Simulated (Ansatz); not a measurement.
# ClFGaH2: the cost of one run

All numbers below are computed with Ansatz 0.2.0 (UKS PBE0-D4/def2-SVP).

## Step 1: Starting point

Bond lengths: Ga1–Cl2 2.490 Å, Ga1–H3 1.570 Å, Ga1–H4 1.570 Å, Cl2–F5 1.800 Å. Angles: Ga1–Cl2–F5 180.0°, Cl2–Ga1–H3 120.0°, Cl2–Ga1–H4 120.0°, H3–Ga1–H4 120.0°.

Coordinates:

```xyz
5

Ga    0.0000    0.0000    0.0000
Cl    0.0000    0.0000    2.4900
H     1.3596    0.0000   -0.7850
H    -1.3596    0.0000   -0.7850
F     0.0000    0.0000    4.2900
```

## Step 2: Pulling towards end A

Springs on the bonds that form and break draw the guess towards this end; the thresholds are loose.

The input, input.yaml:

```yaml
crystal:
  periodic: [false, false, false]
  atoms:
    - { symbol: Ga, position_ang: [0.0, 0.0, 0.0] }
    - { symbol: Cl, position_ang: [0.0, 0.0, 2.49] }
    - { symbol: H, position_ang: [1.3596, 0.0, -0.785] }
    - { symbol: H, position_ang: [-1.3596, 0.0, -0.785] }
    - { symbol: F, position_ang: [0.0, 0.0, 4.29] }
magnetization:
  spin_polarized: true
  initial_magnetization: 1
basis:
  gaussian: { orbitals: def2-SVP }
hamiltonian:
  xc: pbe0
  dispersion: d4
relax:
  f_tol: 0.15
  max_steps: 25
  restrain:
    - { distance: [1, 4], at: 2.7, k: 30.0 }
    - { distance: [0, 1], at: 2.24, k: 30.0 }
```

Launch:

```console
> ansatz run input.yaml --threads 2 --pin off --max-ram 3072MiB --backend cpu --events-out ev --progress --plain --runs-dir out
```

**Question.** How long does this run take on 2 threads of Arm Neoverse V2, shared host, and how much memory does it need?

About 16 s, with a peak of 0.22 GiB.
